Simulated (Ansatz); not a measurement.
Runs of Ansatz 0.2.0 on VBiO4. The structure is monoclinic, space group C2/c (No. 15). The conventional cell has a = 7.338 Å, b = 11.748 Å, c = 5.177 Å, α = 90.00°, β = 134.88°, γ = 90.00°. Bi (site symmetry 2) has 8 O at 2.43 to 2.54 Å as nearest neighbours. V (site symmetry 2) is surrounded by 4 O at 1.75 to 1.77 Å. O (site symmetry 1) is surrounded by 1 V at 1.77 Å. Around O (site symmetry 1) lie 1 V at 1.75 Å. The cell is a database's computed one.

| spin | fixed moment (μB) | pressure (GPa) | moment (μB) | largest force (eV/Å) |
| --- | --- | --- | --- | --- |
| collinear, ferromagnetic start | 8.0 | 8.2 | 8.00 | 3.32 |
| collinear, ferromagnetic start | 1.0 | -7.8 | 1.00 | 0.34 |
| collinear, ferromagnetic start | 6.0 | 2.5 | 6.00 | 2.46 |
| collinear, ferromagnetic start | 2.0 | -6.6 | 2.00 | (b) |
| collinear, ferromagnetic start | 5.0 | -0.1 | 5.00 | 1.93 |
| collinear, program default start | 0.0 | (a) | 0.00 | 0.90 |
| collinear, ferromagnetic start | 3.0 | -4.8 | 3.00 | 0.81 |
| collinear, ferromagnetic start | 4.0 | -2.6 | 4.00 | 1.37 |

Alike in all rows: task single point; level PBEsol; potentials or basis Ansatz PAW; cell as given; k mesh 5 × 5 × 6; cutoff (eV) 420; smearing fermi-dirac 0.05 eV.

**Question.** Estimate the missing entries.

**Answer.** (a) -8.4; (b) 0.27.

Caveats: the total moment is fixed, so each spin has its own Fermi level; the PAW data sets come from PBE, with cores solved anew for the run's functional, which leaves a small shift of forces and pressure; the thresholds are loose for stress; forces of over 1 eV/Å show positions far from the minimum, so gaps and moduli don't describe the material at rest (some runs).
